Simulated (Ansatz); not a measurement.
**HF/STO-3G run of GaBH3ClO (SMILES O[B](Cl)[GaH2])**

Aim: the energy change on altering one bond length of GaBH3ClO at HF/STO-3G, from 2 runs. 

The results are computed with Ansatz 0.2.0.

127 further runs of the same task are left out: 127 set aside as unsound or not needed.

## Step 1: The structure to begin with

The species is GaBH3ClO (7 atoms), meant as a singlet with charge 0. SMILES: `O[B](Cl)[GaH2]`. The coordinates come from a PBE0-D4/def2-TZVP relaxation. This is one conformer, not always the lowest.

Bond lengths: O1–B2 1.344 Å, B2–Cl3 1.789 Å, B2–Ga4 2.095 Å, O1–H5 0.965 Å, Ga4–H6 1.572 Å, Ga4–H7 1.572 Å. Angles: O1–B2–Cl3 118.4°, O1–B2–Ga4 123.4°, Cl3–B2–Ga4 118.3°, B2–O1–H5 114.1°, B2–Ga4–H6 121.3°, B2–Ga4–H7 121.3°, H6–Ga4–H7 117.4°.

## Step 2: A single-point energy at HF/STO-3G

The input, job.yaml:

```yaml
crystal:
  periodic: [false, false, false]
  atoms:
    - {symbol: O, position_ang: [-0.845500, -1.229100, 0.927100]}
    - {symbol: B, position_ang: [-0.031900, -0.664900, 0.017900]}
    - {symbol: Cl, position_ang: [0.899000, -1.736200, -1.070500]}
    - {symbol: Ga, position_ang: [0.202400, 1.406200, -0.190800]}
    - {symbol: H, position_ang: [-0.850900, -2.194300, 0.905900]}
    - {symbol: H, position_ang: [-0.691300, 2.232500, -1.186100]}
    - {symbol: H, position_ang: [1.318000, 2.185900, 0.596500]}
basis:
  gaussian:
    orbitals: STO-3G
accuracy: high
output: {orbitals: {seedname: orbitals}}
total_charge: 0
hamiltonian:
  xc: hf
```

The run is started by

```console
ansatz run job.yaml --threads 1 --pin off --max-ram 3480MiB --events-out events.jsonl --progress --plain --runs-dir runs
```

Standard output:

```text
Warning: RAYON_NUM_THREADS=1 ignored (pool sized by the plan → 1); use --threads N
Functional definition: HF
  name "HF"
  exchange = exact_x
  correlation = 0
689 factors; integrals over basis functions are off by at most 2.5e-8 eV
mean field evaluation 1: about -66814.6771 eV, gradient 2.4e1 eV
mean field evaluation 2: about -66814.7673 eV, gradient 2.4e1 eV
mean field evaluation 4: about -66817.2073 eV, gradient 2.1e0 eV
mean field evaluation 8: about -66817.2320 eV, gradient 9.5e-2 eV
mean field evaluation 16: about -66817.2325 eV, gradient 7.2e-3 eV
mean field evaluation 32: about -66817.2376 eV, gradient 1.9e-8 eV
mean field evaluation 64: about -66803.1249 eV, gradient 9.4e0 eV
mean field evaluation 96: about -66817.2350 eV, gradient 2.3e-1 eV
mean field evaluation 128: about -66811.1430 eV, gradient 3.9e1 eV
mean field evaluation 160: about -66817.2324 eV, gradient 1.8e-2 eV
mean field -66817.23758708 eV, -2455.4881909749 hartree, gradient 1.9e-8 eV, S^2 0.000000; 1 other end points of the search recorded, 0 dependent functions left out
reference -66817.23758708 eV, -2455.4881909749 hartree; 32, 32 occupied and 8, 8 virtual orbitals, 689 factors
Total energy: -66817.23758708 eV, -2455.4881909749 hartree
```

Wall time 1.4 s (1 thread of Arm Neoverse V1, shared host); peak memory 0.095 GiB.

## Step 3: The distorted shape at the same level

The input, in.yaml:

```yaml
crystal:
  periodic: [false, false, false]
  atoms:
    - symbol: O
      position_ang: [-1.124769, -0.907711, 1.253619]
    - symbol: B
      position_ang: [-0.311169, -0.343511, 0.344419]
    - symbol: Cl
      position_ang: [0.899000, -1.736200, -1.070500]
    - symbol: Ga
      position_ang: [-0.076869, 1.727589, 0.135719]
    - symbol: H
      position_ang: [-1.130169, -1.872911, 1.232419]
    - symbol: H
      position_ang: [-0.970569, 2.553889, -0.859581]
    - symbol: H
      position_ang: [1.038731, 2.507289, 0.923019]
basis:
  gaussian: {orbitals: STO-3G}
hamiltonian: {xc: hf}
accuracy: high
output: {orbitals: {seedname: orbitals}}
```

The run is started by

```console
ansatz run in.yaml --threads 1 --pin off --max-ram 3480MiB --events-out events.jsonl --progress --plain --runs-dir runs
```

Standard output:

```text
Warning: RAYON_NUM_THREADS=1 ignored (pool sized by the plan → 1); use --threads N
[... 4 set-up lines as earlier in the session ...]
672 factors; integrals over basis functions are off by at most 2.5e-8 eV
mean field evaluation 1: about -66812.1727 eV, gradient 2.3e1 eV
mean field evaluation 2: about -66812.2509 eV, gradient 2.3e1 eV
mean field evaluation 4: about -66815.4716 eV, gradient 2.8e0 eV
mean field evaluation 8: about -66815.5366 eV, gradient 1.1e-1 eV
mean field evaluation 16: about -66815.5314 eV, gradient 9.0e-3 eV
mean field evaluation 32: about -66815.5316 eV, gradient 1.7e-2 eV
mean field evaluation 64: about -66815.5305 eV, gradient 6.2e-2 eV
mean field evaluation 96: about -66809.0941 eV, gradient 4.0e1 eV
mean field evaluation 128: about -66797.9980 eV, gradient 9.1e0 eV
mean field evaluation 160: about -66815.5315 eV, gradient 2.9e-8 eV
mean field -66815.53165134 eV, -2455.4254989926 hartree, gradient 2.0e-8 eV, S^2 0.000000; 2 other end points of the search recorded, 0 dependent functions left out
reference -66815.53165134 eV, -2455.4254989926 hartree; 32, 32 occupied and 8, 8 virtual orbitals, 672 factors
Total energy: -66815.53165134 eV, -2455.4254989926 hartree
```

It took 1.8 s on 1 thread of Arm Neoverse V1, shared host; peak memory 0.093 GiB.

## Step 4: Summary of results

Level: HF/STO-3G.

```
                                                          quantity           value
                                         first shape: total energy  -2455.48819 Eh
                                          first shape: HOMO energy        -7.12 eV
                                          first shape: LUMO energy         4.36 eV
                                        first shape: HOMO–LUMO gap        11.47 eV
                                     distorted shape: total energy  -2455.42550 Eh
                                      distorted shape: HOMO energy        -7.86 eV
                                      distorted shape: LUMO energy         3.48 eV
                                    distorted shape: HOMO–LUMO gap        11.33 eV
energy change with the B2–Cl3 bond stretched from 1.789 to 2.325 Å        1.706 eV
```

In words: With the B2–Cl3 bond stretched from 1.789 to 2.325 Å the energy rises by 1.71 eV (165 kJ/mol). The first shape isn't relaxed at this level, so the change isn't measured from a minimum. The minimal basis adds a large error of its own.
